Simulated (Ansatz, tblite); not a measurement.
# Trans-NiH2(AsH3)2 (NiAs₂H₈): a ladder of methods and basis sets

The task here is to estimate one member of a computed series from the others.

The runs use Ansatz 0.2.0, Gaussian basis; as each input shows.

Plan: GFN1-xTB, GFN2-xTB, PBE-D4/def2-TZVP, r2SCAN-D4/def2-TZVP, r2SCANh-D4/def2-TZVP, HF/def2-TZVP, ωB97X-V/def2-TZVP, CAM-B3LYP-D4/def2-TZVP, BLYP-D4/def2-TZVP, PBE-D4/def2-SVP, PBE0-D4/def2-SVP, HF/6-31G, B3LYP-D4/6-31G, PBE0-D4/def2-TZVPD, PBE-D4/def2-TZVPD, r2SCAN-D4/def2-TZVPD, CCSD(T)/def2-SVP, MP2/def2-TZVP, RPA/def2-TZVP.

## The structure

The singlet was relaxed beforehand with PBE0-D4/def2-SVP.

11 atoms, charge 0, spin multiplicity 1.

Bond lengths: Ni1–H2 1.512 Å, Ni1–As3 2.196 Å, Ni1–H7 1.513 Å, Ni1–As8 2.196 Å, As3–H4 1.513 Å, As3–H5 1.513 Å, As3–H6 1.518 Å, As8–H9 1.518 Å, As8–H10 1.514 Å, As8–H11 1.513 Å. Angles: H2–Ni1–As3 94.8°, H2–Ni1–H7 179.4°, H2–Ni1–As8 85.8°, As3–Ni1–H7 85.2°, As3–Ni1–As8 178.8°, H7–Ni1–As8 94.3°, Ni1–As3–H4 117.3°, Ni1–As3–H5 117.9°, Ni1–As3–H6 125.8°, H4–As3–H5 96.7°, H4–As3–H6 96.7°, H5–As3–H6 96.7°, Ni1–As8–H9 125.4°, Ni1–As8–H10 116.4°, Ni1–As8–H11 119.2°, H9–As8–H10 96.7°, H9–As8–H11 96.7°, H10–As8–H11 96.7°.

Formally the metal is d8. No spin-orbit coupling is included.

PBE0-D4/def2-TZVP was run before; its log isn't repeated, and its numbers join the tables.

Set-up of the first run:

Tight binding, by tblite at 300 K electronic temperature and without a spin-polarisation term:

```python
tblite.interface.Calculator('GFN1-xTB', numbers, positions, charge=0, uhf=0).singlepoint()
```

Tight binding, by tblite at 300 K electronic temperature and without a spin-polarisation term:

```python
tblite.interface.Calculator('GFN2-xTB', numbers, positions, charge=0, uhf=0).singlepoint()
```

start.molden holds the orbitals of an earlier run on this state, given as this run's starting guess.

Input file in.yaml:

```yaml
crystal:
  periodic: [false, false, false]
  atoms:
    - {symbol: Ni, position_ang: [0.020947, 0.000273, -0.025887]}
    - {symbol: H, position_ang: [1.443063, -0.139482, 0.468646]}
    - {symbol: As, position_ang: [0.025887, 2.195275, 0.022902]}
    - {symbol: H, position_ang: [-0.994598, 2.871684, 0.912531]}
    - {symbol: H, position_ang: [-0.332576, 2.932740, -1.249024]}
    - {symbol: H, position_ang: [1.204129, 3.071646, 0.408684]}
    - {symbol: H, position_ang: [-1.406560, 0.141021, -0.506369]}
    - {symbol: As, position_ang: [-0.016649, -2.195000, -0.041325]}
    - {symbol: H, position_ang: [-1.142933, -3.051705, -0.590566]}
    - {symbol: H, position_ang: [0.083052, -2.878823, 1.305327]}
    - {symbol: H, position_ang: [1.116249, -2.947629, -0.704918]}
basis:
  gaussian: {orbitals: def2-TZVP, initial_orbitals: start.molden}
hamiltonian: {xc: pbe, dispersion: d4}
scf: {omitted_lower_state_checks: [starts]}
output: {orbitals: {seedname: orbitals}}
```

The run is started by

```sh
> ansatz run in.yaml --threads 4 --pin off --events-out ev --progress --plain --max-ram 3916MiB
```

Steps of the session up to this table: PBE-D4/def2-TZVP; r2SCAN-D4/def2-TZVP; r2SCANh-D4/def2-TZVP; HF/def2-TZVP; ωB97X-V/def2-TZVP; CAM-B3LYP-D4/def2-TZVP; BLYP-D4/def2-TZVP; PBE-D4/def2-SVP; PBE0-D4/def2-SVP; HF/6-31G; B3LYP-D4/6-31G; PBE0-D4/def2-TZVPD; PBE-D4/def2-TZVPD; r2SCAN-D4/def2-TZVPD; CCSD(T)/def2-SVP; MP2/def2-TZVP; RPA/def2-TZVP.

One of the session's tables, all rows but one given; the rest of the session is left out.

| level | HOMO (eV) | gap (eV) |
| --- | --- | --- |
| HF/6-31G | -9.21 | 11.17 |
| HF/def2-TZVP | -9.28 | 11.99 |
| PBE-D4/def2-SVP | -3.98 | 2.35 |
| PBE-D4/def2-TZVP | -4.39 | 2.52 |
| PBE-D4/def2-TZVPD | -4.44 | 2.45 |
| BLYP-D4/def2-TZVP | ? | ? |
| r2SCAN-D4/def2-TZVP | -4.48 | 2.84 |
| r2SCAN-D4/def2-TZVPD | -4.51 | 2.80 |
| r2SCANh-D4/def2-TZVP | -5.21 | 3.98 |
| B3LYP-D4/6-31G | -4.98 | 4.17 |
| PBE0-D4/def2-SVP | -5.82 | 5.33 |
| PBE0-D4/def2-TZVP | -6.22 | 5.45 |
| PBE0-D4/def2-TZVPD | -6.25 | 5.30 |
| CAM-B3LYP-D4/def2-TZVP | -7.70 | 7.88 |
| ωB97X-V/def2-TZVP | -8.75 | 9.99 |

**Question.** Estimate the row for BLYP-D4/def2-TZVP.

**Answer.** HOMO (eV): -4.32; gap (eV): 2.49. In the column «HOMO (eV)» it lies between PBE-D4/def2-TZVP (-4.39) and PBE-D4/def2-SVP (-3.98).
